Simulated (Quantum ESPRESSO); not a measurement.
Wanted: the native input for a Quantum ESPRESSO 7.5 run.

- Task: single point
- Functional: PBE
- Potentials or basis: GBRV 1.5 PBE
- Cutoff: 762 eV
- Density cutoff: 6095 eV
- k mesh: 16 × 16 × 16
- Occupations: methfessel-paxton, width 0.1 eV
- Spin: no spin polarisation
- Mixing beta: 0.5
- Most SCF iterations: 120
- SCF threshold: 6e-10 Ry

CoSi2:

```
Co Si
1.0
     0.00000    2.67178    2.64501
     2.67178    0.00000    2.64501
     2.67178    2.67178    0.00000
Co Si
1 2
Cartesian
  0.0000 0.0000 0.0000
  1.3359 1.3359 1.3225
  4.0077 4.0077 3.9675
```

The cell was built by a generator and needn't be a form met in nature.

These files were run (other wordings do the same):

pw.in

```
&CONTROL
  calculation = 'scf'
  prefix = 'pwscf'
  outdir = './tmp'
  pseudo_dir = './pseudo'
  tprnfor = .true.
  tstress = .true.
  disk_io = 'nowf'
/
&SYSTEM
  ibrav = 0
  nat = 3
  ntyp = 2
  ecutwfc = 56
  ecutrho = 448
  nbnd = 19
  occupations = 'smearing'
  smearing = 'mp'
  degauss = 0.00734986
/
&ELECTRONS
  conv_thr = 6d-10
  electron_maxstep = 120
  mixing_beta = 0.5
/
ATOMIC_SPECIES
Co    58.9332 co_pbe_v1.2.uspp.F.UPF
Si    28.0850 si_pbe_v1.uspp.F.UPF
CELL_PARAMETERS angstrom
   0.0000000000    2.6717807300    2.6450093800
   2.6717807300    0.0000000000    2.6450093800
   2.6717807300    2.6717807300    0.0000000000
ATOMIC_POSITIONS crystal
Co     0.0000000000    0.0000000000    0.0000000000
Si     0.2500000000    0.2500000000    0.2500000000
Si     0.7500000000    0.7500000000    0.7500000000
K_POINTS automatic
16 16 16 0 0 0
```

Potentials or basis: GBRV 1.5 PBE.

Run with:

```console
$ OMP_NUM_THREADS=1 pw.x -in pw.in > pw.out
```

It gave:

```
Pressure               : 3.4 GPa
Band gap on the k mesh : none (metal or under the smearing width)
```

It took 6.6 min on 1 thread of Arm Neoverse V1, on a shared host, peak memory 0.35 GiB.
